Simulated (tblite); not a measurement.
# C7H18P2: the cost of one run

The runs use tblite 0.8.0 and PySCF 2.14.0, with density-fitted response routines of our own; the level of theory stands in each step. All values are computed, except where a source is named. Atoms are numbered from 0 throughout.

## (1) The starting structure

27 atoms, charge 0, multiplicity 1; geometry from: force field or distance geometry start.

Bonds of the start (Å): C0–P1 1.84, P1–C2 1.82, C2–C3 1.50, C3–P4 1.85, P1–C5 1.83, C5–C6 1.49, C5–C7 1.52, C5–C8 1.52, C0–H9 1.12, C0–H10 1.10, C0–H11 1.13, C2–H12 1.12, C2–H13 1.11, C3–H14 1.13, C3–H15 1.10, P4–H16 1.45, P4–H17 1.45, C6–H18 1.13, C6–H19 1.10, C6–H20 1.10, C7–H21 1.12, C7–H22 1.09, C7–H23 1.12, C8–H24 1.12, C8–H25 1.09, C8–H26 1.10.

## (2) Relaxing the molecule with GFN2-xTB

Job settings and geometry (Å):

```
{"job": {"kind": "relax", "xc": "GFN2-xTB", "basis": "xTB"}, "charge": 0, "multiplicity": 1}
C      0.070800    -2.487300     0.191300
P      0.294900    -0.666500     0.026200
C      1.555300    -0.162400    -1.191600
C      2.836800     0.109900    -0.456600
P      2.578100     1.435700     0.805500
C     -1.243700     0.318100     0.098200
C     -1.556900     1.099200    -1.136800
C     -2.368900    -0.689900     0.292500
C     -1.271300     1.178900     1.345200
H     -0.089400    -2.713000     1.274500
H      0.918700    -3.100800    -0.148000
H     -0.881200    -2.845200    -0.306100
H      1.804000    -0.948000    -1.945100
H      1.305400     0.741200    -1.787600
H      3.068400    -0.815800     0.151900
H      3.706300     0.264000    -1.105800
H      3.693700     1.579700     1.723100
H      2.461700     2.688800     0.081300
H     -2.594900     1.513700    -0.977200
H     -0.919400     1.987200    -1.298000
H     -1.650700     0.435900    -2.006300
H     -1.991900    -1.419400     1.057900
H     -3.278800    -0.200600     0.646800
H     -2.500000    -1.327800    -0.624700
H     -2.346000     1.445700     1.498100
H     -0.640000     2.060100     1.284000
H     -0.981000     0.545000     2.201000
```

Started as:

```console
$ OMP_NUM_THREADS=1 python probes_run.py task.json out
```

This one command runs all jobs of the session in turn.

**Question.** How long does this first job take on 1 thread of Arm Neoverse V2, shared host, and how much memory does it need?

About 2.1 s, with a peak of 0.18 GiB.
